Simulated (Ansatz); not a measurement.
What does this script print? It uses the Python package of Ansatz (0.2.0).

`c2h3bo.py`:
```python
import ansatz as az
from ase import Atoms

BASIS = "cc-pVDZ"
XC = "r2scan0"
FORCE_TOL = 0.02


def main() -> None:
    atoms = Atoms(["O", "C", "C", "B", "H", "H", "H"], positions=[
        (-1.7187, 0.2947, -0.0602),
        (-0.4258, 0.0332, 0.0875),
        (0.5843, -0.4469, 0.8864),
        (1.0271, 0.0029, -0.4847),
        (-2.0987, 0.7119, -0.9668),
        (0.9437, -0.8368, 1.8471),
        (1.7493, 0.173, -1.355),
    ])

    first = (
        az.Crystal.molecule_from_ase(atoms).calculation()
        .basis(gaussian=BASIS)
        .functional(XC)
        .relax(force_tolerance=FORCE_TOL, max_steps=80)
    )
    atoms.positions = first.run().report["positions_ang"]

    rows = []
    for angle in [85, 95, 105, 115, 125, 140, 160]:
        bent = atoms.copy()
        bent.set_angle(1, 0, 4, angle, indices=[4])
        job = az.Crystal.molecule_from_ase(bent).calculation().basis(gaussian=BASIS).functional(XC)
        rows.append((angle, job.run().report["free_energy_ev"]))
    floor = min(e for _, e in rows)
    for angle, e in rows:
        print(f"angle C1-O0-H4 = {angle:3d} deg   {1000 * (e - floor):9.1f} meV")


if __name__ == "__main__":
    main()
```

```console
$ python c2h3bo.py
angle C1-O0-H4 =  85 deg       465.0 meV
angle C1-O0-H4 =  95 deg       137.8 meV
angle C1-O0-H4 = 105 deg         0.0 meV
angle C1-O0-H4 = 115 deg        31.6 meV
angle C1-O0-H4 = 125 deg       200.8 meV
angle C1-O0-H4 = 140 deg       621.2 meV
angle C1-O0-H4 = 160 deg      1227.5 meV
```

The scan is rigid, and the energies are electronic, in a modest basis. The zero is the lowest point of the grid, which needn't be the minimum. Hardware and time: 41 s on 1 thread of Arm Neoverse V1, with other jobs on the host, peak memory 0.22 GiB.

(Lines on the test bed's own set-up are left out of the output.)
